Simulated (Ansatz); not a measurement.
# CH4AlCl: the cost of one run

Program: Ansatz 0.2.0, Gaussian basis. Level of theory: PBE0-D4/def2-TZVP structures, single points in def2-TZVPP, no counterpoise correction. These are calculated values, not measurements.

Levels: SPW92, PBE-D4, BLYP-D4, r2SCAN-D4, B97M-V, PBE0-D4, B3LYP-D4, r2SCAN0-D4, BHLYP-D4, CAM-B3LYP-D4, wB97X-V, wB97M-V, B2PLYP, PBE-QIDH, RPA on PBE, Hartree-Fock, MP2, CCSD, CCSD(T).

Cores are frozen in the correlated methods. B3LYP uses VWN-RPA correlation. B2PLYP carries no dispersion term here.

94 further runs of the same task are left out: 94 set aside as unsound or not needed.

## 1. The starting structure

The complex: 10 atoms, charge 0, spin multiplicity 1.

Atoms are counted from 1 here; the program's logs count them from 0.

Bond lengths: Al1–O2 2.009 Å, Al1–C3 1.945 Å, Al1–Cl4 2.162 Å, Al1–H6 1.593 Å, O2–H5 0.965 Å, O2–H7 0.969 Å, C3–H8 1.095 Å, C3–H9 1.095 Å, C3–H10 1.094 Å. Angles: O2–Al1–C3 106.1°, O2–Al1–Cl4 91.9°, O2–Al1–H6 97.5°, C3–Al1–Cl4 115.6°, C3–Al1–H6 123.1°, Cl4–Al1–H6 114.4°, Al1–O2–H5 111.8°, Al1–O2–H7 104.7°, H5–O2–H7 107.4°, Al1–C3–H8 111.0°, Al1–C3–H9 111.7°, Al1–C3–H10 111.9°, H8–C3–H9 107.1°, H8–C3–H10 107.1°, H9–C3–H10 107.9°.

As a file:

```
atom    x (Å)    y (Å)    z (Å)
 Al1  -0.1689   0.1803   0.6470
  O2   1.2967   1.0628  -0.4071
  C3  -1.0962  -0.9939  -0.5958
 Cl4   1.2547  -0.7826   1.9589
  H5   1.2961   2.0200  -0.2879
  H6  -0.8225   1.5041   1.2442
  H7   2.1172   0.7237  -0.0191
  H8  -1.8650  -1.5793  -0.0817
  H9  -1.5980  -0.4297  -1.3883
 H10  -0.4142  -1.7056  -1.0701
```

Its parts: CH₄AlCl holds atoms 1, 3, 4, 6, 8, 9, 10; H₂O holds atoms 2, 5, 7. Each part counts its atoms afresh in its own runs.

## 2. Relaxing CH₄AlCl alone

Contents of relax-a/in.yaml:

```yaml
crystal:
  periodic: [false, false, false]
  atoms:
    - {symbol: Al, position_ang: [-0.168908, 0.180349, 0.647023]}
    - {symbol: C, position_ang: [-1.096215, -0.993870, -0.595846]}
    - {symbol: Cl, position_ang: [1.254676, -0.782630, 1.958908]}
    - {symbol: H, position_ang: [-0.822541, 1.504099, 1.244233]}
    - {symbol: H, position_ang: [-1.865012, -1.579322, -0.081708]}
    - {symbol: H, position_ang: [-1.597985, -0.429703, -1.388304]}
    - {symbol: H, position_ang: [-0.414240, -1.705595, -1.070150]}
basis:
  gaussian: {orbitals: def2-TZVP}
hamiltonian: {xc: pbe0, dispersion: d4}
relax: {f_tol: 0.005, max_steps: 200}
```

Command:

```
> ansatz run in.yaml --threads 4 --pin off --events-out ev --progress --plain --max-ram 9574MiB
```

**Question.** How long does this run take on 4 threads of Arm Neoverse V1, shared host?

About 7.5 s.
